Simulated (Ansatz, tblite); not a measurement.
# C₃₉H₂₇F₃O: rung by rung

One table from this session's results is given with a row withheld; the runs are named, their logs left out.

Program: Ansatz 0.2.0, Gaussian basis. Level of theory: as each input shows. These are calculated values, not measurements.

The runs, in order: GFN1-xTB, GFN2-xTB, PBE-D4/def2-SVP, r2SCAN-D4/def2-SVP, r2SCANh-D4/def2-SVP, BLYP-D4/def2-SVP, LDA/def2-SVP, r2SCAN-D4/def2-mTZVP, HF/STO-3G, HF/6-31G, B3LYP-D4/6-31G.

## The relaxed structure

The singlet was relaxed beforehand with PBE-D4/def2-SVP.

SMILES `COc1ccc(-c2ccc(-c3ccc(-c4ccc(-c5ccc(-c6ccc(C(F)=C(F)F)cc6)cc5)cc4)cc3)cc2)cc1`, 70 atoms, charge 0, spin multiplicity 1.

Bond lengths: C1–O2 1.415 Å, C1–H44 1.114 Å, C1–H45 1.114 Å, C1–H46 1.106 Å, O2–C3 1.361 Å, C3–C4 1.412 Å, C3–C43 1.410 Å, C4–C5 1.394 Å, C4–H47 1.100 Å, C5–C6 1.417 Å, C5–H48 1.101 Å, C6–C7 1.481 Å, C6–C42 1.411 Å, C7–C8 1.414 Å, C7–C41 1.414 Å, C8–C9 1.398 Å, C8–H49 1.101 Å, C9–C10 1.414 Å and more. Angles: O2–C1–H44 112.0°, O2–C1–H45 111.9°, O2–C1–H46 106.5°, H44–C1–H45 108.6°, H44–C1–H46 108.9°, H45–C1–H46 108.9°, C1–O2–C3 118.4°, O2–C3–C4 116.1°, O2–C3–C43 124.7°, C4–C3–C43 119.1°, C3–C4–C5 120.3°, C3–C4–H47 118.3°, C5–C4–H47 121.4°, C4–C5–C6 121.5°, C4–C5–H48 119.0°, C6–C5–H48 119.4°, C5–C6–C7 121.3°, C5–C6–C42 117.3° and more.

PBE0-D4/def2-SVP was run before; its log isn't repeated, and its numbers join the tables.

The first run:

Tight binding, by tblite at 300 K electronic temperature and without a spin-polarisation term:

```python
tblite.interface.Calculator('GFN1-xTB', numbers, positions, charge=0, uhf=0).singlepoint()
```

Tight binding, by tblite at 300 K electronic temperature and without a spin-polarisation term:

```python
tblite.interface.Calculator('GFN2-xTB', numbers, positions, charge=0, uhf=0).singlepoint()
```

start.molden holds the orbitals of an earlier run on this state, given as this run's starting guess.

in.yaml reads:

```yaml
crystal:
  periodic: [false, false, false]
  atoms:
    - {symbol: C, position_ang: [14.464430, 0.048455, 0.258172]}
    - {symbol: O, position_ang: [13.615537, 1.138820, -0.044234]}
    - {symbol: C, position_ang: [12.270321, 0.934871, -0.030193]}
    - {symbol: C, position_ang: [11.468049, 2.057170, -0.332950]}
    - {symbol: C, position_ang: [10.078381, 1.947883, -0.340358]}
    - {symbol: C, position_ang: [9.429592, 0.721498, -0.051368]}
    - {symbol: C, position_ang: [7.952701, 0.612075, -0.055977]}
    - {symbol: C, position_ang: [7.302115, -0.576855, -0.460621]}
    - {symbol: C, position_ang: [5.908368, -0.680643, -0.459076]}
    - {symbol: C, position_ang: [5.089844, 0.399238, -0.053666]}
    - {symbol: C, position_ang: [3.612654, 0.288977, -0.048997]}
    - {symbol: C, position_ang: [2.966805, -0.946463, 0.190799]}
    - {symbol: C, position_ang: [1.573138, -1.050305, 0.196723]}
    - {symbol: C, position_ang: [0.750883, 0.076993, -0.033128]}
    - {symbol: C, position_ang: [-0.726217, -0.031116, -0.023680]}
    - {symbol: C, position_ang: [-1.381510, -1.203654, -0.466320]}
    - {symbol: C, position_ang: [-2.775464, -1.303723, -0.459862]}
    - {symbol: C, position_ang: [-3.587527, -0.237132, -0.009004]}
    - {symbol: C, position_ang: [-5.065042, -0.341437, -0.004653]}
    - {symbol: C, position_ang: [-5.882669, 0.794627, -0.207929]}
    - {symbol: C, position_ang: [-7.276540, 0.697149, -0.206523]}
    - {symbol: C, position_ang: [-7.926837, -0.542135, -0.002253]}
    - {symbol: C, position_ang: [-9.403579, -0.645379, -0.005061]}
    - {symbol: C, position_ang: [-10.059979, -1.811069, -0.461491]}
    - {symbol: C, position_ang: [-11.453036, -1.907661, -0.470813]}
    - {symbol: C, position_ang: [-12.259358, -0.834955, -0.019933]}
    - {symbol: C, position_ang: [-13.711612, -0.997989, -0.058233]}
    - {symbol: F, position_ang: [-14.162326, -2.219546, -0.432443]}
    - {symbol: C, position_ang: [-14.679606, -0.085201, 0.211104]}
    - {symbol: F, position_ang: [-14.448086, 1.167902, 0.579339]}
    - {symbol: F, position_ang: [-15.972171, -0.348821, 0.135903]}
    - {symbol: C, position_ang: [-11.609928, 0.335571, 0.445175]}
    - {symbol: C, position_ang: [-10.216871, 0.420419, 0.448383]}
    - {symbol: C, position_ang: [-7.109686, -1.678502, 0.201285]}
    - {symbol: C, position_ang: [-5.715743, -1.580404, 0.200636]}
    - {symbol: C, position_ang: [-2.931916, 0.934329, 0.436226]}
    - {symbol: C, position_ang: [-1.538158, 1.035016, 0.428321]}
    - {symbol: C, position_ang: [1.395662, 1.312652, -0.272332]}
    - {symbol: C, position_ang: [2.789292, 1.415292, -0.281943]}
    - {symbol: C, position_ang: [5.740258, 1.588801, 0.348986]}
    - {symbol: C, position_ang: [7.133975, 1.692527, 0.347684]}
    - {symbol: C, position_ang: [10.248091, -0.388583, 0.245534]}
    - {symbol: C, position_ang: [11.647202, -0.296479, 0.260183]}
    - {symbol: H, position_ang: [14.341819, -0.789183, -0.465712]}
    - {symbol: H, position_ang: [14.289558, -0.342654, 1.286304]}
    - {symbol: H, position_ang: [15.500605, 0.429409, 0.192168]}
    - {symbol: H, position_ang: [11.969483, 3.007079, -0.569662]}
    - {symbol: H, position_ang: [9.475086, 2.829915, -0.604007]}
    - {symbol: H, position_ang: [7.903805, -1.425590, -0.820002]}
    - {symbol: H, position_ang: [5.440175, -1.609844, -0.817924]}
    - {symbol: H, position_ang: [3.571467, -1.838112, 0.415209]}
    - {symbol: H, position_ang: [1.108059, -2.021548, 0.424230]}
    - {symbol: H, position_ang: [-0.784850, -2.039869, -0.861250]}
    - {symbol: H, position_ang: [-3.249227, -2.217029, -0.850555]}
    - {symbol: H, position_ang: [-5.413856, 1.769312, -0.410858]}
    - {symbol: H, position_ang: [-7.877200, 1.597077, -0.407743]}
    - {symbol: H, position_ang: [-9.465143, -2.652352, -0.847948]}
    - {symbol: H, position_ang: [-11.936380, -2.821786, -0.841871]}
    - {symbol: H, position_ang: [-12.197578, 1.182924, 0.820752]}
    - {symbol: H, position_ang: [-9.743043, 1.331346, 0.844054]}
    - {symbol: H, position_ang: [-7.578688, -2.653632, 0.402003]}
    - {symbol: H, position_ang: [-5.115025, -2.480273, 0.401583]}
    - {symbol: H, position_ang: [-3.527633, 1.770657, 0.832305]}
    - {symbol: H, position_ang: [-1.063433, 1.948349, 0.817729]}
    - {symbol: H, position_ang: [0.790101, 2.204448, -0.494337]}
    - {symbol: H, position_ang: [3.253409, 2.386144, -0.512384]}
    - {symbol: H, position_ang: [5.140595, 2.438828, 0.708363]}
    - {symbol: H, position_ang: [7.603647, 2.621502, 0.705340]}
    - {symbol: H, position_ang: [9.780074, -1.351228, 0.502350]}
    - {symbol: H, position_ang: [12.240773, -1.186092, 0.510431]}
basis:
  gaussian: {orbitals: def2-SVP, fitting: {mean_field: def2-universal-jkfit}, initial_orbitals: start.molden}
hamiltonian: {xc: pbe, dispersion: d4}
scf: {omitted_lower_state_checks: [starts]}
output: {orbitals: {seedname: orbitals}}
```

Run with:

```sh
> ansatz run in.yaml --threads 2 --pin off --events-out ev --progress --plain --max-ram 32768MiB --backend cuda --devices 0, --max-vram 18GiB
```

Among the steps run: PBE-D4/def2-SVP; r2SCAN-D4/def2-SVP; r2SCANh-D4/def2-SVP; BLYP-D4/def2-SVP; LDA/def2-SVP; r2SCAN-D4/def2-mTZVP; HF/STO-3G; HF/6-31G; B3LYP-D4/6-31G.

One table of the session follows, with a row left open; its other results are not shown here.

It belongs to the step «Binding energy». 

| level | binding an atom (eV) |
| --- | --- |
| HF/STO-3G | 4.389 |
| HF/6-31G | 3.626 |
| LDA/def2-SVP | 6.239 |
| PBE-D4/def2-SVP | ? |
| BLYP-D4/def2-SVP | 5.369 |
| r2SCAN-D4/def2-SVP | 5.384 |
| r2SCAN-D4/def2-mTZVP | 5.259 |
| r2SCANh-D4/def2-SVP | 5.346 |
| B3LYP-D4/6-31G | 5.154 |
| PBE0-D4/def2-SVP | 5.451 |

**Question.** Estimate the row for PBE-D4/def2-SVP.

As computed: binding an atom (eV): 5.581. In the column «binding an atom (eV)» it lies between PBE0-D4/def2-SVP (5.451) and LDA/def2-SVP (6.239).

Caveats from the session: Free atoms were run apart at each level; binding is atoms less cluster, divided by the number of atoms, without zero-point or spin-orbit terms.
